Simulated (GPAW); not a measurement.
**UOLYP-D3(0)/plane waves (scalar-relativistic datasets, plane-wave cutoff 300 eV) run of CH5Sn (SMILES [CH3][SnH2])**

Wanted: an energy scan of CH5Sn. The job is set up through an ASE script.

Program for the calculation: GPAW 26.7.0.

1 further run of the same task is left out (set aside as unsound or not needed).

### 1 The molecule

The species is CH5Sn (7 atoms), meant as a doublet with charge 0. As SMILES, `[CH3][SnH2]`. Geometry: a GFN2-xTB relaxation, a rough one for these elements and not checked as a minimum.

Bond lengths: C1–Sn2 2.268 Å, C1–H3 1.084 Å, C1–H4 1.083 Å, C1–H5 1.083 Å, Sn2–H6 1.803 Å, Sn2–H7 1.803 Å. Angles: C1–Sn2–H6 104.7°, C1–Sn2–H7 104.6°, Sn2–C1–H3 110.7°, Sn2–C1–H4 110.5°, Sn2–C1–H5 105.6°, H6–Sn2–H7 97.9°, H3–C1–H4 109.9°, H3–C1–H5 110.1°, H4–C1–H5 110.0°.

### 2 An energy scan at UOLYP-D3(0)/plane waves (scalar-relativistic datasets, plane-wave cutoff 300 eV)

CH5Sn.xyz reads:

```xyz
7

C     -0.705610    -0.578320    -0.419530
Sn     0.592910     0.441340     1.135140
H     -0.603910    -1.655310    -0.356980
H     -1.743880    -0.298660    -0.289030
H     -0.343920    -0.225650    -1.377460
H      0.521020     2.192580     0.713010
H      2.283390     0.124030     0.594840
```

CH5Sn.py reads:

```python
from ase.calculators.mixing import SumCalculator
from ase.io import Trajectory, read
from dftd3.ase import DFTD3
from gpaw import GPAW, PW, setup_paths
from gpaw.atom.configurations import parameters
from gpaw.atom.generator import Generator

mol = read('CH5Sn.xyz')
mol.center(vacuum=5.0)
mol.set_initial_magnetic_moments([1.0, 0.0, 0.0, 0.0, 0.0, 0.0, 0.0])

for symbol in ['C', 'H', 'Sn']:
    Generator(symbol, xcname='GGA_X_OPTX+GGA_C_LYP', scalarrel=True, nofiles=True, txt=None).run(**parameters[symbol])
setup_paths.insert(0, '.')

dft = GPAW(mode=PW(300),
           symmetry='off',
           occupations={'name': 'fermi-dirac', 'width': 0.0, 'fixmagmom': True},
           xc='GGA_X_OPTX+GGA_C_LYP',
           convergence={'energy': 0.001, 'density': 0.001, 'eigenstates': 1e-06},
           nbands=-5,
           maxiter=100,
           txt='CH5Sn.txt')
mol.calc = SumCalculator([DFTD3(method='OLYP', damping='d3zero'), dft])

traj = Trajectory('scan.traj', 'w')
energies = []
for value in [1.55, 1.623, 1.695, 1.749, 1.803, 1.857, 1.911, 1.983, 2.091, 2.236]:
    mol.set_distance(6, 1, value, fix=0, indices=[0, 1, 2, 3, 4, 5])
    energies.append(mol.get_potential_energy())
    mol.get_forces()
    traj.write(mol)
    print(f'{value:8.3f} {energies[-1]:12.5f} {dft.get_magnetic_moments(mol).round(2)}')

print('Relative energies (eV):', [round(e - min(energies), 3) for e in energies])
```

Started as:

```console
$ OMP_NUM_THREADS=1 python CH5Sn.py
```

Standard output:

```text
1.550    -25.70918 [ 0.03  0.28 -0.   -0.    0.01  0.02  0.02]
   1.623    -25.90542 [ 0.04  0.28 -0.   -0.    0.01  0.02  0.02]
   1.695    -26.00129 [ 0.04  0.28 -0.   -0.    0.01  0.02  0.02]
   1.749    -26.02433 [ 0.04  0.27 -0.   -0.    0.01  0.02  0.02]
   1.803    -26.01387 [ 0.04  0.27 -0.   -0.    0.01  0.02  0.02]
   1.857    -25.97705 [ 0.04  0.27 -0.   -0.    0.01  0.02  0.02]
   1.911    -25.91969 [ 0.04  0.26 -0.   -0.    0.01  0.02  0.02]
   1.983    -25.81957 [ 0.04  0.26 -0.   -0.    0.01  0.02  0.03]
   2.091    -25.63554 [ 0.04  0.25 -0.   -0.    0.01  0.02  0.03]
   2.236    -25.35818 [ 0.04  0.24 -0.   -0.    0.01  0.02  0.04]
Relative energies (eV): [np.float64(0.315), np.float64(0.119), np.float64(0.023), np.float64(0.0), np.float64(0.01), np.float64(0.047), np.float64(0.105), np.float64(0.205), np.float64(0.389), np.float64(0.666)]
```

CH5Sn.txt, shortened:

```text
[...]
  mode=PW(ecut=300.0),
[...]
Number of symmetries: 1
[...]
  Number of IBZ points: 1
[...]
Cutoff: 300.0 eV
Spin-components: 2 (collinear spins)
Bands:           17
[...]
  Valence electrons: 23.0
[...]
  Grid points: [60 56 50]
  Charge: 0.0  # |e|
[...]
    cutoffs:
[...]
occupation numbers:
  Fixed magnetic moment: 1.000
[...]
xc functional:
  name: GGA_X_OPTX+GGA_C_LYP with 2 nearest neighbor stencil
[...]
|iter     |     time |      energy | eigst |  dens |  magmom |
[...]
|iter:   1| 00:00:06 |  -28.396694 | +0.39 |       |  +1.0000|
[...]
Converged in 10 steps
[...]
dipole moment: (-0.054827, -0.174233, 0.05
[...]
Gap: 2.935 eV
[...]
|iter:  10| 00:06:11 |  -25.206984c| -6.24c| -3.81c|  +1.0000|
Converged in 10 steps
[...]
Energy contributions relative to reference atoms: (reference = -169168.840409)
Energy contributions:
  Kinetic:          28.259749
  Coulomb:         -31.310762
  Zero:              0.382799
  External:          0.000000
  Xc:              -22.538770
  Entropy:           0.000000
  Spinorbit:         0.000000
  ----------------------------
  Free energy:     -25.206984
  Extrapolated:    -25.206984
[...]
Total magnetic moment: (0.000000, 0.000000, 0.999999)
Local magnetic moments
|        x |        y |         z |
|----------|----------|-----------|
| 0.000000 | 0.000000 |  0.042417 |  # C    0
| 0.000000 | 0.000000 |  0.236672 |  # Sn   1
| 0.000000 | 0.000000 | -0.001161 |  # H    2
| 0.000000 | 0.000000 | -0.001283 |  # H    3
| 0.000000 | 0.000000 |  0.006427 |  # H    4
| 0.000000 | 0.000000 |  0.022914 |  # H    5
| 0.000000 | 0.000000 |  0.043567 |  # H    6
Fermi levels: -2.687, -4.570
[...]
Gap: 2.698 eV
Transition (v -> c):
[...]
Forces  # eV/Ang
|        x |        y |        z |
|----------|----------|----------|
|  0.58743 |  0.40262 |  0.98784 |  # C    0
|  1.70021 | -0.14922 | -1.47393 |  # Sn   1
|  0.12678 | -0.74784 |  0.10255 |  # H    2
| -0.76881 |  0.26188 |  0.15370 |  # H    3
|  0.34816 |  0.33360 | -0.74324 |  # H    4
| -0.11791 | -0.33201 |  0.23088 |  # H    5
| -1.87786 |  0.24916 |  0.72703 |  # H    6
Force computation time: 1.836  # s
timing:  # [seconds]
  Total:  373.847  # ━━━━━━━━━━━━━━━━━━━━━━━━━━━━━━━━━━━━━━━━━━━━━━━━━━━━━━━━
  Init:     5.580  # ━
  SCF:    319.981  # ━━━━━━━━━━━━━━━━━━━━━━━━━━━━━━━━━━━━━━━━━━━━━━━━
  Forces:  17.686  # ━━╸
  Move:    29.663  # ━━━━╸
```

Wall time 6.3 min (1 thread of Intel Xeon at 2.50GHz (Skylake/Cascade Lake), shared host); peak memory 0.64 GiB.

The scan, from its lowest point:

```
H7–Sn2 (Å)  energy (kJ/mol)
     1.550             30.4
     1.623             11.5
     1.695              2.2
     1.749              0.0
     1.803              1.0
     1.857              4.6
     1.911             10.1
     1.983             19.8
     2.091             37.5
     2.236             64.3
```
